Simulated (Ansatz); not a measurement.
# ClH2OZn with multiplicity 2: a nudged elastic band in two tries

The task is a band of images between two relaxed ends.

All numbers below are computed with Ansatz 0.2.0 (UHF/def2-SVP).

## (1) The structure to begin with

Bond lengths: Zn1–Cl2 2.133 Å, Zn1–O3 1.775 Å, O3–H4 0.943 Å. Angles: Cl2–Zn1–O3 177.5°, Zn1–O3–H4 123.4°.

As a file:

```xyz
5

Zn    0.0254   -0.0916   -0.2762
Cl    0.0026   -0.0094    1.8555
O     0.0234   -0.0842   -2.0516
H     0.2332   -0.8399   -2.5746
H    -0.0299    0.1078    5.7799
```

## (2) First try

File input.yaml:

```yaml
crystal:
  periodic: [false, false, false]
  atoms:
    - { symbol: Zn, position_ang: [0.025438, -0.091625, -0.276243] }
    - { symbol: Cl, position_ang: [0.002621, -0.009439, 1.855468] }
    - { symbol: O, position_ang: [0.023379, -0.084207, -2.051634] }
    - { symbol: H, position_ang: [0.233197, -0.839947, -2.574592] }
    - { symbol: H, position_ang: [-0.029934, 0.107818, 5.779901] }
magnetization:
  spin_polarized: true
  initial_magnetization: 1
basis:
  gaussian: { orbitals: def2-SVP }
hamiltonian:
  xc: hf
neb:
  order_check: false
  images: 7
  f_tol: 0.03
  max_iterations: 8
  final_atoms:
    - { symbol: Zn, position_ang: [0.025438, -0.091625, -0.276243] }
    - { symbol: Cl, position_ang: [0.002621, -0.009439, 1.855468] }
    - { symbol: O, position_ang: [0.023379, -0.084207, -2.051634] }
    - { symbol: H, position_ang: [0.233197, -0.839947, -2.574592] }
    - { symbol: H, position_ang: [-0.029934, 0.107818, 5.779901] }
  initial_path: idpp
```

The run is started by

```bash
$ ansatz run input.yaml --threads 1 --pin off --max-ram 2048MiB --backend cpu --events-out ev --progress --plain --runs-dir out
```

What does the calculation give? Wanted: first try.

The runs gave:

```
 quantity                                                 value
first try                                               refused
    cause  both ends are the same geometry, so there is no path
```

In words: The fault in the first input was caught at the input check and cost nothing.
